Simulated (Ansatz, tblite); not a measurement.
**GeH2MePh (C₇H₁₀Ge): one state, many levels**

An exercise on one series of results from a longer session: the logs are not shown, and one member is left open.

Computed with Ansatz 0.2.0, Gaussian basis. Level: as each input shows.

The runs, in order: GFN1-xTB, GFN2-xTB, PBE-D4/def2-TZVP, r2SCAN-D4/def2-TZVP, HF/def2-TZVP, r2SCAN0-D4/def2-TZVP, CAM-B3LYP-D4/def2-TZVP, PBE-D4/def2-SVP, PBE0-D4/def2-SVP, HF/STO-3G, CCSD(T)/def2-SVP, MP2/def2-TZVP, RPA/def2-TZVP.

2 further runs of the same task are left out: 2 set aside as unsound or not needed.

## The relaxed structure

The geometry is that of the singlet, from an earlier relaxation (PBE0-D4/def2-SVP).

18 atoms, charge 0, spin multiplicity 1.

Bond lengths: Ge1–H2 1.544 Å, Ge1–H3 1.544 Å, Ge1–C4 1.954 Å, Ge1–C8 1.949 Å, C4–H5 1.100 Å, C4–H6 1.100 Å, C4–H7 1.100 Å, C8–C9 1.402 Å, C8–C13 1.402 Å, C9–C10 1.394 Å, C9–H14 1.095 Å, C10–C11 1.394 Å, C10–H15 1.093 Å, C11–C12 1.394 Å, C11–H16 1.093 Å, C12–C13 1.394 Å, C12–H17 1.093 Å, C13–H18 1.094 Å. Angles: H2–Ge1–H3 109.3°, H2–Ge1–C4 109.9°, H2–Ge1–C8 108.6°, H3–Ge1–C4 109.7°, H3–Ge1–C8 108.9°, C4–Ge1–C8 110.4°, Ge1–C4–H5 110.8°, Ge1–C4–H6 110.1°, Ge1–C4–H7 110.1°, H5–C4–H6 108.7°, H5–C4–H7 108.7°, H6–C4–H7 108.4°, Ge1–C8–C9 120.8°, Ge1–C8–C13 120.8°, C9–C8–C13 118.4°, C8–C9–C10 120.9°, C8–C9–H14 119.9°, C10–C9–H14 119.2° and more.

PBE0-D4/def2-TZVP was run before; its log isn't repeated, and its numbers join the tables.

The first run:

Tight binding, by tblite at 300 K electronic temperature and without a spin-polarisation term:

```python
tblite.interface.Calculator('GFN1-xTB', numbers, positions, charge=0, uhf=0).singlepoint()
```

Tight binding, by tblite at 300 K electronic temperature and without a spin-polarisation term:

```python
tblite.interface.Calculator('GFN2-xTB', numbers, positions, charge=0, uhf=0).singlepoint()
```

start.molden holds the orbitals of an earlier run on this state, given as this run's starting guess.

File in.yaml:

```yaml
crystal:
  periodic: [false, false, false]
  atoms:
    - {symbol: Ge, position_ang: [1.159967, 1.415343, 0.825219]}
    - {symbol: H, position_ang: [1.160592, 1.409507, 2.368914]}
    - {symbol: H, position_ang: [2.616923, 1.429141, 0.314513]}
    - {symbol: C, position_ang: [0.216069, 2.993997, 0.165607]}
    - {symbol: H, position_ang: [0.701485, 3.915623, 0.518844]}
    - {symbol: H, position_ang: [-0.825587, 2.985596, 0.518442]}
    - {symbol: H, position_ang: [0.210383, 2.998129, -0.934279]}
    - {symbol: C, position_ang: [0.285658, -0.210490, 0.199158]}
    - {symbol: C, position_ang: [0.580594, -0.742684, -1.063641]}
    - {symbol: C, position_ang: [-0.068949, -1.885514, -1.528324]}
    - {symbol: C, position_ang: [-1.024230, -2.516595, -0.732566]}
    - {symbol: C, position_ang: [-1.325017, -2.002933, 0.528070]}
    - {symbol: C, position_ang: [-0.673263, -0.859499, 0.988827]}
    - {symbol: H, position_ang: [1.331592, -0.261001, -1.697791]}
    - {symbol: H, position_ang: [0.172858, -2.287388, -2.515825]}
    - {symbol: H, position_ang: [-1.532690, -3.414110, -1.094148]}
    - {symbol: H, position_ang: [-2.070608, -2.497164, 1.156525]}
    - {symbol: H, position_ang: [-0.915775, -0.469967, 1.982443]}
basis:
  gaussian: {orbitals: def2-TZVP, initial_orbitals: start.molden}
hamiltonian: {xc: pbe, dispersion: d4}
scf: {omitted_lower_state_checks: [starts]}
output: {orbitals: {seedname: orbitals}}
```

Run with:

```
ansatz run in.yaml --threads 2 --pin off --events-out ev --progress --plain --max-ram 32768MiB --backend cuda --devices 0, --max-vram 18GiB
```

Among the steps run: PBE-D4/def2-TZVP; r2SCAN-D4/def2-TZVP; HF/def2-TZVP; r2SCAN0-D4/def2-TZVP; CAM-B3LYP-D4/def2-TZVP; PBE-D4/def2-SVP; PBE0-D4/def2-SVP; HF/STO-3G; CCSD(T)/def2-SVP; MP2/def2-TZVP; RPA/def2-TZVP.

One of the session's tables, all rows but one given; the rest of the session is left out.

It belongs to the step «Binding energy». 

```
                method  binding an atom (eV)
             HF/STO-3G                 4.131
           HF/def2-SVP                 3.388
          HF/def2-TZVP                 3.319
       PBE-D4/def2-SVP                 4.621
      PBE-D4/def2-TZVP                 4.573
   r2SCAN-D4/def2-TZVP                 4.477
      PBE0-D4/def2-SVP                 4.556
     PBE0-D4/def2-TZVP                 4.504
  r2SCAN0-D4/def2-TZVP                 4.421
CAM-B3LYP-D4/def2-TZVP                 4.463
          MP2/def2-SVP                 4.354
         MP2/def2-TZVP                     ?
         CCSD/def2-SVP                 4.227
      CCSD(T)/def2-SVP                 4.284
```

Q: Estimate the row for MP2/def2-TZVP from the others.

**Answer.** binding an atom (eV): 4.402. In the column «binding an atom (eV)» it lies between MP2/def2-SVP (4.354) and r2SCAN0-D4/def2-TZVP (4.421).

Limits of these values: Free atoms were run apart at each level; binding is atoms less cluster, divided by the number of atoms, without zero-point or spin-orbit terms.
